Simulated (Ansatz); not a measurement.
# CuF (singlet): the correlation ladder at distance Cu1–F2 = 2.412 Å, def2-TZVPP

An exercise on one series of results from a longer session: the logs are not shown, and one member is left open.

The runs use Ansatz 0.2.0, Gaussian basis; def2-TZVPP, core rule «outside noble gas», up to 10 orbitals frozen.

To be run: UHF; CCSD(T) on RHF; CCSDT(Q) on RHF; CASSCF and NEVPT2, 2 electrons in 2 orbitals.

3 further runs of the same task are left out: 3 for a known fault of the program. Runs told in other sessions of the task aren't counted.

## The system

The geometry derives from a PBE0/def2-TZVP stationary point (not a proven minimum). One bond is set to the value named and the two fragments are kept rigid.

2 atoms, charge 0, spin multiplicity 1.

Atoms are counted from 1 here; the program's logs count them from 0.

No contacts short enough for the rule that draws bonds.

Set-up of the first run:

File in.yaml:

```yaml
crystal:
  periodic: [false, false, false]
  atoms:
    - {symbol: Cu, position_ang: [0.000000, 0.000000, 0.000000]}
    - {symbol: F, position_ang: [0.000000, 0.000000, 2.412000]}
basis:
  gaussian: {orbitals: def2-TZVPP}
magnetization: {spin_polarized: true, initial_magnetization: 0}
hamiltonian: {xc: hf}
output: {orbitals: {seedname: orbitals}}
```

Run with:

```sh
$ ansatz run in.yaml --threads 1 --pin off --events-out ev --progress --plain --max-ram 2816MiB --backend cpu
```

Steps of the session up to this table: UHF; CCSD(T) on RHF; CCSDT(Q) on RHF; CASSCF and NEVPT2, 2 electrons in 2 orbitals.

One table of the session follows, with a row left open; its other results are not shown here.

| method | from RCCSDT(Q) (meV) |
| --- | --- |
| RHF | +19172.7 |
| RMP2 | ? |
| RCCSD | +661.7 |
| RCCSD(T) | +3.2 |
| RCCSDT | +25.6 |
| RCCSDT(Q) | 0 |
| CASSCF pair | +18567.4 |
| NEVPT2 pair | -1152.8 |

Q: Estimate the row for RMP2 from the others.

The run gave: from RCCSDT(Q) (meV): -1029.8. In the column «from RCCSDT(Q) (meV)» it lies between NEVPT2 pair (-1152.8) and RCCSDT(Q) (0).
